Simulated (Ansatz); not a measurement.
# PdSiH₂+ (doublet): geometry optimisation

Aim: relax a generated start of PdSiH₂+ (doublet) and see which bonds hold.

Program: Ansatz 0.2.0, Gaussian basis. Level of theory: UKS PBE0/def2-TZVP. These are calculated values, not measurements.

## 1. The system as given

4 atoms, charge 1, spin multiplicity 2.

Atoms are counted from 1 here; the program's logs count them from 0.

Bond lengths: Pd1–Si2 2.270 Å, Si2–H3 1.509 Å, Si2–H4 1.509 Å. Angles: Pd1–Si2–H3 127.6°, Pd1–Si2–H4 127.6°, H3–Si2–H4 104.7°.

The start was built by rule and, where that kept it together, relaxed with GFN2-xTB. Sticks and bond lists go by distance. No spin-orbit coupling is included. Elements past krypton take def2 core potentials.

## 2. Relaxation

The input, in.yaml:

```yaml
crystal:
  periodic: [false, false, false]
  atoms:
    - {symbol: Pd, position_ang: [-0.514187, 0.000137, -0.000769]}
    - {symbol: Si, position_ang: [1.756131, -0.000467, 0.002625]}
    - {symbol: H, position_ang: [2.678052, 1.194232, 0.001390]}
    - {symbol: H, position_ang: [2.677409, -1.195655, 0.006616]}
basis:
  gaussian: {orbitals: def2-TZVP}
total_charge: 1
magnetization: {spin_polarized: true, initial_magnetization: 1}
hamiltonian: {xc: pbe0}
relax: {f_tol: 0.004, max_steps: 80}
```

Run with:

```console
$ ansatz run in.yaml --threads 1 --pin off --events-out ev --progress --plain --max-ram 2176MiB
```

What does the calculation give? Wanted: energy gained; shift from the start; total energy; ⟨S²⟩.

**Answer**, as computed:

```
                  quantity           value
                     steps               4
             energy gained        0.055 eV
shift from the start (rms)         0.069 Å
              total energy  -11378.7750 eV
                      ⟨S²⟩           0.752
```

The bonds of the start are those of the end. Pd1–Si2 went from 2.270 to 2.203 Å. No vibrations were run, so this is a stationary point, not a proven minimum, and this spin need not be the ground state's.
